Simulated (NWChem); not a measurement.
# BH2SClO (SMILES OB(S)Cl): levels of theory compared

Aim: a comparison of 4 runs (HF/STO-3G, HF/3-21G, B3LYP/6-31G*) of BH2SClO. 

The results are computed with NWChem 7.3.0.

## (1) The molecule

BH2SClO: 6 atoms, total charge 0, spin state singlet. As SMILES, `OB(S)Cl`. The coordinates come from a PBE0-D4/def2-TZVP relaxation. This is one conformer, not always the lowest.

Bond lengths: O1–B2 1.348 Å, B2–S3 1.800 Å, B2–Cl4 1.770 Å, O1–H5 0.962 Å, S3–H6 1.344 Å. Angles: O1–B2–S3 121.5°, O1–B2–Cl4 120.9°, S3–B2–Cl4 117.6°, B2–O1–H5 113.2°, B2–S3–H6 94.9°.

## (2) Energy and forces at HF/STO-3G (run 1)

The input, calc.nw:

```
START calc
memory total 2200 mb
GEOMETRY units angstroms noautosym nocenter noautoz
  O     0.301700    0.908000   -0.627200
  B    -0.232300   -0.218400   -0.112900
  S     0.333000   -0.896100    1.455800
  Cl   -1.520700   -1.084000   -0.964300
  H    -0.088300    1.162600   -1.468700
  H     1.248600    0.063900    1.671200
END
BASIS spherical bse
  * library STO-3G
END
SCF
  thresh 1e-08
  maxiter 80
END
TASK scf gradient
```

Launch:

```
$ nwchem calc.nw > calc.out
```

The log of the run:

```text
[...]
  functions       =    30
[...]
  wavefunction    = RHF
[...]
         Total SCF energy =   -947.263092845815
      One-electron energy =  -1683.627173033090
      Two-electron energy =    550.703231907839
 Nuclear repulsion energy =    185.660848279437
        Time for solution =      1.1s
[...]
                         RHF ENERGY GRADIENTS
    atom               coordinates                        gradient
                 x          y          z           x          y          z
   1 O       0.570130   1.715871  -1.185236   -0.007375   0.015922  -0.028450
   2 B      -0.438983  -0.412716  -0.213350   -0.021864  -0.008668  -0.021285
   3 S       0.629279  -1.693383   2.751063   -0.004149  -0.016528   0.012796
   4 Cl     -2.873706  -2.048463  -1.822263    0.015871   0.008520   0.012917
   5 H      -0.166863   2.196995  -2.775441    0.011312  -0.006615   0.023539
   6 H       2.359512   0.120753   3.158110    0.006205   0.007369   0.000484
[...]
```

Run time: 2.5 s. Hardware: 1 thread of Intel Xeon Platinum 8488C (Sapphire Rapids), shared host; peak memory 0.097 GiB.

## (3) Energy and gradient at HF/3-21G (run 2)

The input, bclh2os.nw:

```
start bclh2os
title "BClH2OS"
memory 2200 mb
charge 0

geometry noautosym nocenter noautoz
O      0.301700     0.908000    -0.627200
B     -0.232300    -0.218400    -0.112900
S      0.333000    -0.896100     1.455800
Cl    -1.520700    -1.084000    -0.964300
H     -0.088300     1.162600    -1.468700
H      1.248600     0.063900     1.671200
end

basis spherical bse
* library 3-21G
end

scf
nopen 0
rhf
thresh 1e-08
maxiter 80
end

task scf gradient
```

Launch:

```
$ nwchem bclh2os.nw > bclh2os.out
```

The log of the run:

```text
[...]
  functions       =    48
[...]
  wavefunction    = RHF
[...]
         Total SCF energy =   -953.125062976056
      One-electron energy =  -1686.578878089943
      Two-electron energy =    547.792966834450
 Nuclear repulsion energy =    185.660848279437
        Time for solution =      1.4s
[...]
                         RHF ENERGY GRADIENTS
    atom               coordinates                        gradient
                 x          y          z           x          y          z
   1 O       0.570130   1.715871  -1.185236    0.001454  -0.002182   0.004543
   2 B      -0.438983  -0.412716  -0.213350   -0.002443   0.006436  -0.010767
   3 S       0.629279  -1.693383   2.751063   -0.005024  -0.000642  -0.006400
   4 Cl     -2.873706  -2.048463  -1.822263    0.015247   0.009327   0.011121
   5 H      -0.166863   2.196995  -2.775441   -0.004602  -0.012631   0.007737
   6 H       2.359512   0.120753   3.158110   -0.004633  -0.000307  -0.006233
[...]
```

It took 3 s on 1 thread of Intel Xeon Platinum 8488C (Sapphire Rapids), shared host; peak memory 0.097 GiB.

Run 3 isn't shown in full; the table further down has it.

## (4) Energy and forces at B3LYP/6-31G(d) (Cartesian functions) (run 4)

The input, work.xyz:

```xyz
6
BClH2OS
O      0.301700     0.908000    -0.627200
B     -0.232300    -0.218400    -0.112900
S      0.333000    -0.896100     1.455800
Cl    -1.520700    -1.084000    -0.964300
H     -0.088300     1.162600    -1.468700
H      1.248600     0.063900     1.671200
```

The input, run.py:

```python
from ase.io import read
from ase.calculators.nwchem import NWChem

system = read('work.xyz')

calc = NWChem(
    label='work',
    theory='dft',
    memory='2200 mb',
    basis='6-31G*',
    dft={'xc': 'b3lyp', 'mult': '1', 'grid': 'xfine', 'convergence': 'energy 1e-08', 'iterations': '100', 'mulliken': None},
)
system.calc = calc

forces = system.get_forces()
print("Total energy (eV):", round(system.get_potential_energy(), 6))
print("forces (eV/A):")
for s, f in zip(system.symbols, forces):
    print(f"{s:2s} {f[0]:10.5f} {f[1]:10.5f} {f[2]:10.5f}")
print("dipole (e A):", system.get_dipole_moment().round(4))
```

Launch:

```
$ export ASE_NWCHEM_COMMAND="nwchem PREFIX.nwi > PREFIX.nwo"
$ python run.py
```

The log of the run:

```text
Total energy (eV): -26117.06811
forces (eV/A):
O     0.30416    0.10187    0.31635
B    -0.01466    0.06819   -0.09662
S     0.05903   -0.16640    0.27146
Cl   -0.32602   -0.20697   -0.22945
H    -0.16686    0.09950   -0.34941
H     0.14434    0.10382    0.08767
dipole (e A): [ 0.1313  0.3509 -0.2101]
```

The calculator wrote work.nwi:

```
title "work"

permanent_dir work

scratch_dir work

start work

geometry units angstrom nocenter noautosym noautoz
  O  3.0170000000000002e-01 9.0800000000000003e-01 -6.2719999999999998e-01
  B  -2.3230000000000001e-01 -2.1840000000000001e-01 -1.1290000000000000e-01
  S  3.3300000000000002e-01 -8.9610000000000001e-01 1.4558000000000000e+00
  Cl -1.5206999999999999e+00 -1.0840000000000001e+00 -9.6430000000000005e-01
  H  -8.8300000000000003e-02 1.1626000000000001e+00 -1.4686999999999999e+00
  H  1.2485999999999999e+00 6.3899999999999998e-02 1.6712000000000000e+00
end

memory 2200 mb

basis noprint
   * library 6-31G*
end

dft
  xc b3lyp
  mult 1
  grid xfine
  convergence energy 1e-08
  iterations 100
  mulliken
end

task dft gradient
```

work.nwo:

```text
Northwest Computational Chemistry Package (NWChem) 7.3.0
             --------------------------------------------------------

           Job information
           ---------------

    nwchem branch   = 7.3.0
    use scalapack   = T
    input           = work.nwi
    prefix          = work.
    data base       = work/work.db
    status          = startup
    nproc           =        1

           Memory information
           ------------------

[... 5 lines left out ...]
    hardfail = no
[... 103 lines left out ...]
  convergence criterion.
[... 44 lines left out ...]
          Spatial weights used:  Erf1
[... 32 lines left out ...]
 1-e energy   =   -1690.641583
[... 44 lines left out ...]
           Coulomb energy =      615.024423832560
[... 575 lines left out ...]
          Convergence on density requested:  1.00D-05
[... 30 lines left out ...]
          total energy or number of iterations.
[... 37 lines left out ...]
                 ----------------------------------------
                 |  Time  |  1-e(secs)   |  2-e(secs)   |
                 ----------------------------------------
                 |  CPU   |       0.00   |       5.99   |
                 ----------------------------------------
                 |  WALL  |       0.00   |       5.99   |
                 ----------------------------------------

 Task  times  cpu:       26.8s     wall:       26.8s
 Total times  cpu:       26.8s     wall:       26.8s
```

It took 28 s on 1 thread of Intel Xeon Platinum 8488C (Sapphire Rapids), shared host; peak memory 0.13 GiB.

## (5) All runs side by side

```tsv
run	level	iteration cap	module	energy (Eh)	dipole moment (D)	HOMO energy (eV)	LUMO energy (eV)	wall time
1	HF/STO-3G	80	scf	-947.263093	2.31	-8.10	7.76	2.5 s
2	HF/3-21G	80	scf	-953.125063	2.83	-11.01	3.85	3 s
3	B3LYP/6-31G* (spherical functions)	100	dft	-959.776733	2.08	-7.52	0.05	24 s
4	B3LYP/6-31G* (Cartesian functions)	100	dft	-959.784558	2.06	-7.52	0.05	28 s
```

## (6) Outcome

```
                       quantity          value
            run 4: total energy  -959.78456 Eh
           run 4: dipole moment         2.06 D
             run 4: HOMO energy       -7.52 eV
             run 4: LUMO energy        0.05 eV
           run 4: HOMO–LUMO gap        7.57 eV
run 4: largest force on an atom     0.451 eV/Å
```

What this shows: The dipole moment (its size) runs from 2.06 D (B3LYP/6-31G*) to 2.83 D (HF/3-21G). The two ends differ in method and basis. The HOMO–LUMO gap runs from 7.57 eV (B3LYP/6-31G*) to 15.86 eV (HF/STO-3G). In run 1 the basis is minimal, so the values are rough. All runs together took 58 s, the longest 28 s.
